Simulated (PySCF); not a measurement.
# Nb²⁺: dipole response in def2-QZVPPD with ECP28

How polarisable is Nb²⁺ at the levels listed below?

Program: PySCF 2.14.0. Level of theory: unrestricted determinants in a Gaussian basis, no spin-orbit coupling in the energies. These are calculated values, not measurements, unless marked.

### 1 The atom as given

- Element: niobium (Z = 41)
- Basis: def2-QZVPPD with the def2 core potential (28 electrons)
- Hamiltonian: scalar relativity through the core potential
- State 1: Nb²⁺: [Kr] 4d3, high-spin 4F determinant
- Methods: UHF, PBE, PBE0, MN15, PBEsol

The outer shells:

Nb2+ [Kr] 4d3
```
[Kr] core
4d [↑ ][↑ ][↑ ][  ][  ]
```

The runs were made by one driver on top of PySCF. The scripts below sum up each run's settings (the driver also hands on starting orbitals that pick excited configurations, and frozen orbitals as a list rather than a count), and the logs come from the driver's own runs. The driver starts from symmetry-adapted Hartree-Fock orbitals, holds the occupation by maximum overlap and uses a logarithmic radial grid for functionals, so a plain start would take other cycles.

It was started by

```
$ OMP_NUM_THREADS=1 python atomrun2.py TASK.json OUT
```

The integrals over 81 functions and the set-up took 0.36 s of CPU time.

### 2 Nb²⁺

UHF:

Contents of input.py:

```python
from pyscf import gto, scf, dft, mp, cc
import basis_set_exchange as bse
txt = bse.get_basis("def2-QZVPPD", elements=["Nb"], fmt="nwchem", header=False)
cut = txt.index("\nECP")
mol = gto.M(atom="Nb 0 0 0", charge=2, spin=3, symmetry="D2h",
            basis=gto.basis.parse(txt[:cut]),
            ecp={"Nb": gto.basis.parse_ecp(txt[cut:])})
mf = scf.UHF(mol)
mf.irrep_nelec = {'Ag': (1, 1), 'B1g': (1, 0), 'B2g': (1, 0), 'B3g': (1, 0), 'B1u': (1, 1), 'B2u': (1, 1), 'B3u': (1, 1)}
mf.kernel()
```

Standard output:

```text
damping factor = 0
level_shift factor = 0
DIIS = <class 'pyscf.scf.diis.CDIIS'>
diis_start_cycle = 1
diis_space = 10
diis_damp = 0
SCF conv_tol = 1e-09
SCF conv_tol_grad = None
number electrons alpha = 7  beta = 4
cycle= 1 E= -55.62923990776  delta_E= -0.00755  |g|= 0.0323  |ddm|= 0.0345
cycle= 2 E= -55.6296011132999  delta_E= -0.000361  |g|= 0.00747  |ddm|= 0.00818
cycle= 3 E= -55.6296224263429  delta_E= -2.13e-05  |g|= 0.000373  |ddm|= 0.00305
cycle= 4 E= -55.6296225452449  delta_E= -1.19e-07  |g|= 8.2e-05  |ddm|= 0.000431
cycle= 5 E= -55.6296225491904  delta_E= -3.95e-09  |g|= 1.17e-05  |ddm|= 9.92e-05
cycle= 6 E= -55.6296225492704  delta_E= -8e-11  |g|= 7.7e-07  |ddm|= 1.41e-05
converged SCF energy = -55.6296225492704  <S^2> = 3.7550591  2S+1 = 4.0025287
```

It took 13 s on 1 thread of Neoverse-V1, shared host, the integrals not counted.

The occupied shells:

```csv
shell,electrons,mean orbital energy (eV),spread (eV),rms radius (bohr)
4s α,1,-92.930,0,1.24
4s β,1,-89.008,0,1.24
4p α,3,-63.872,0,1.39
4p β,3,-58.541,0,1.39
4d α,3,-25.364,0,1.99
```

⟨S²⟩ = 3.755, ⟨L²⟩ = 12.06.

The driver then solved the coupled dipole response at imaginary frequencies: mean α = 10.18 bohr³, C₆ = 53.12 au for a like pair.

Energies and moments cover only the electrons outside the core potential.

PBE:

Changes to input.py:

```diff
@@ -7,3 +7,3 @@
             ecp={"Nb": gto.basis.parse_ecp(txt[cut:])})
-mf = scf.UHF(mol)
+mf = dft.UKS(mol, xc="PBE")
 mf.irrep_nelec = {'Ag': (1, 1), 'B1g': (1, 0), 'B2g': (1, 0), 'B3g': (1, 0), 'B1u': (1, 1), 'B2u': (1, 1), 'B3u': (1, 1)}
```

Standard output:

```text
damping factor = 0
level_shift factor = 0
DIIS = <class 'pyscf.scf.diis.CDIIS'>
diis_start_cycle = 1
diis_space = 10
diis_damp = 0
SCF conv_tol = 1e-09
SCF conv_tol_grad = None
number electrons alpha = 7  beta = 4
XC functionals = PBE
    J. P. Perdew, K. Burke, and M. Ernzerhof.,  Phys. Rev. Lett. 77, 3865 (1996)
    J. P. Perdew, K. Burke, and M. Ernzerhof.,  Phys. Rev. Lett. 78, 1396 (1997)
    J. P. Perdew, K. Burke, and M. Ernzerhof.,  Phys. Rev. Lett. 77, 3865 (1996)
    J. P. Perdew, K. Burke, and M. Ernzerhof.,  Phys. Rev. Lett. 78, 1396 (1997)
cycle= 1 E= -56.0436492278077  delta_E= -0.00313  |g|= 0.00437  |ddm|= 0.149
cycle= 2 E= -56.0436548613793  delta_E= -5.63e-06  |g|= 0.000555  |ddm|= 0.00486
cycle= 3 E= -56.0436549367579  delta_E= -7.54e-08  |g|= 0.000261  |ddm|= 0.000654
cycle= 4 E= -56.0436549616615  delta_E= -2.49e-08  |g|= 2.57e-05  |ddm|= 0.00023
cycle= 5 E= -56.0436549619338  delta_E= -2.72e-10  |g|= 4.11e-07  |ddm|= 2.05e-05
converged SCF energy = -56.0436549619338  <S^2> = 3.7507628  2S+1 = 4.0003814
```

Time after the integrals: 15 s (1 thread of Neoverse-V1, shared host).

The driver then solved the coupled dipole response at imaginary frequencies: mean α = 11.65 bohr³, C₆ = 60.98 au for a like pair.

PBE0:

Changes to input.py:

```diff
@@ -7,3 +7,3 @@
             ecp={"Nb": gto.basis.parse_ecp(txt[cut:])})
-mf = dft.UKS(mol, xc="PBE")
+mf = dft.UKS(mol, xc="PBE0")
 mf.irrep_nelec = {'Ag': (1, 1), 'B1g': (1, 0), 'B2g': (1, 0), 'B3g': (1, 0), 'B1u': (1, 1), 'B2u': (1, 1), 'B3u': (1, 1)}
```

Standard output:

```text
damping factor = 0
level_shift factor = 0
DIIS = <class 'pyscf.scf.diis.CDIIS'>
diis_start_cycle = 1
diis_space = 10
diis_damp = 0
SCF conv_tol = 1e-09
SCF conv_tol_grad = None
number electrons alpha = 7  beta = 4
XC functionals = PBE0
    C. Adamo and V. Barone.,  J. Chem. Phys. 110, 6158 (1999)
    M. Ernzerhof and G. E. Scuseria.,  J. Chem. Phys. 110, 5029 (1999)
cycle= 1 E= -56.0392459957817  delta_E= -0.00268  |g|= 0.00877  |ddm|= 0.097
cycle= 2 E= -56.0392735770552  delta_E= -2.76e-05  |g|= 0.00211  |ddm|= 0.00528
cycle= 3 E= -56.0392749263619  delta_E= -1.35e-06  |g|= 0.000705  |ddm|= 0.00221
cycle= 4 E= -56.0392750943642  delta_E= -1.68e-07  |g|= 1.33e-05  |ddm|= 0.000554
cycle= 5 E= -56.0392750944189  delta_E= -5.48e-11  |g|= 3.14e-07  |ddm|= 1.3e-05
converged SCF energy = -56.0392750944189  <S^2> = 3.7514523  2S+1 = 4.0007261
```

It took 26 s on 1 thread of Neoverse-V1, shared host, the integrals not counted.

The driver then solved the coupled dipole response at imaginary frequencies: mean α = 11.06 bohr³, C₆ = 57.88 au for a like pair.

MN15:

Changes to input.py:

```diff
@@ -7,3 +7,3 @@
             ecp={"Nb": gto.basis.parse_ecp(txt[cut:])})
-mf = dft.UKS(mol, xc="PBE0")
+mf = dft.UKS(mol, xc="MN15")
 mf.irrep_nelec = {'Ag': (1, 1), 'B1g': (1, 0), 'B2g': (1, 0), 'B3g': (1, 0), 'B1u': (1, 1), 'B2u': (1, 1), 'B3u': (1, 1)}
```

Standard output:

```text
damping factor = 0
level_shift factor = 0
DIIS = <class 'pyscf.scf.diis.CDIIS'>
diis_start_cycle = 1
diis_space = 10
diis_damp = 0
SCF conv_tol = 1e-09
SCF conv_tol_grad = None
number electrons alpha = 7  beta = 4
XC functionals = MN15
    H. S. Yu, X. He, S. L. Li, and D. G. Truhlar.,  Chem. Sci. 7, 5032-5051 (2016)
    H. S. Yu, X. He, S. L. Li, and D. G. Truhlar.,  Chem. Sci. 7, 5032-5051 (2016)
cycle= 1 E= -55.934116003154  delta_E= -0.00299  |g|= 0.0164  |ddm|= 0.147
cycle= 2 E= -55.9341752954794  delta_E= -5.93e-05  |g|= 0.0054  |ddm|= 0.0217
cycle= 3 E= -55.9341845390128  delta_E= -9.24e-06  |g|= 0.000578  |ddm|= 0.00485
cycle= 4 E= -55.9341846362144  delta_E= -9.72e-08  |g|= 1.36e-05  |ddm|= 0.000574
cycle= 5 E= -55.9341846363456  delta_E= -1.31e-10  |g|= 1.08e-06  |ddm|= 2.28e-05
converged SCF energy = -55.9341846363456  <S^2> = 3.75084  2S+1 = 4.00042
```

Time after the integrals: 68 s (1 thread of Neoverse-V1, shared host).

The driver then solved the coupled dipole response at imaginary frequencies: mean α = 11.59 bohr³, C₆ = 60.58 au for a like pair.

PBEsol:

Changes to input.py:

```diff
@@ -7,3 +7,3 @@
             ecp={"Nb": gto.basis.parse_ecp(txt[cut:])})
-mf = dft.UKS(mol, xc="MN15")
+mf = dft.UKS(mol, xc="PBEsol")
 mf.irrep_nelec = {'Ag': (1, 1), 'B1g': (1, 0), 'B2g': (1, 0), 'B3g': (1, 0), 'B1u': (1, 1), 'B2u': (1, 1), 'B3u': (1, 1)}
```

Standard output:

```text
damping factor = 0
level_shift factor = 0
DIIS = <class 'pyscf.scf.diis.CDIIS'>
diis_start_cycle = 1
diis_space = 10
diis_damp = 0
SCF conv_tol = 1e-09
SCF conv_tol_grad = None
number electrons alpha = 7  beta = 4
XC functionals = PBEsol
    J. P. Perdew, A. Ruzsinszky, G. I. Csonka, O. A. Vydrov, G. E. Scuseria, L. A. Constantin, X. Zhou, and K. Burke.,  Phys. Rev. Lett. 100, 136406 (2008)
    J. P. Perdew, A. Ruzsinszky, G. I. Csonka, O. A. Vydrov, G. E. Scuseria, L. A. Constantin, X. Zhou, and K. Burke.,  Phys. Rev. Lett. 100, 136406 (2008)
cycle= 1 E= -55.934756421961  delta_E= -0.00254  |g|= 0.00909  |ddm|= 0.125
cycle= 2 E= -55.9347801322054  delta_E= -2.37e-05  |g|= 0.00558  |ddm|= 0.0112
cycle= 3 E= -55.9347916585234  delta_E= -1.15e-05  |g|= 6.85e-05  |ddm|= 0.00448
cycle= 4 E= -55.9347916601731  delta_E= -1.65e-09  |g|= 1.06e-05  |ddm|= 4.52e-05
cycle= 5 E= -55.9347916602198  delta_E= -4.66e-11  |g|= 2.28e-07  |ddm|= 8.23e-06
converged SCF energy = -55.9347916602198  <S^2> = 3.7506211  2S+1 = 4.0003106
```

Time after the integrals: 13 s (1 thread of Neoverse-V1, shared host).

The driver then solved the coupled dipole response at imaginary frequencies: mean α = 11.75 bohr³, C₆ = 61.77 au for a like pair.

Radial density 4πr²ρ of Nb²⁺ at UHF, the electrons outside the core potential:

```
r (bohr)   density  spin density
  0.0646  2.08e-05         0.000
   0.109  0.000144         0.000
   0.183   0.00144         0.000
   0.308    0.0255         0.005
   0.517     0.774         0.082
   0.870      7.56         0.787
    1.46      7.43         1.870
    2.46      1.24         0.839
    4.14    0.0584         0.057
    6.96  0.000139         0.000
```

### 3 Polarisabilities and C₆

Nb²⁺, in atomic units:

| method | mean α | C₆ (like pair) | S(−4) |
| --- | --- | --- | --- |
| UHF | 10.18 | 53.12 | 44.66 |
| PBE | 11.65 | 60.98 | 70.97 |
| PBE0 | 11.06 | 57.88 | 59.38 |
| MN15 | 11.59 | 60.58 | 67.47 |
| PBEsol | 11.75 | 61.77 | 71.79 |

α(iu) at PBEsol:

| u (hartree) | α(iu) (bohr³) |
| --- | --- |
| 0 | 11.75 |
| 0.0500 | 11.58 |
| 0.100 | 11.11 |
| 0.200 | 9.751 |
| 0.300 | 8.417 |
| 0.500 | 6.421 |
| 0.750 | 4.804 |
| 1.00 | 3.725 |
| 1.50 | 2.404 |
| 2.00 | 1.656 |
| 3.00 | 0.8990 |
| 5.00 | 0.3717 |

### 4 What came out

| quantity | value |
| --- | --- |
| α of Nb²⁺ | 10.18 (UHF) to 11.75 (PBEsol) bohr³ |

In words: A single London oscillator with the computed α and C₆ of Nb²⁺ at UHF would have ω = 4 C₆ / (3 α²) = 0.683 hartree. The basis is finite, and no extrapolation was made.
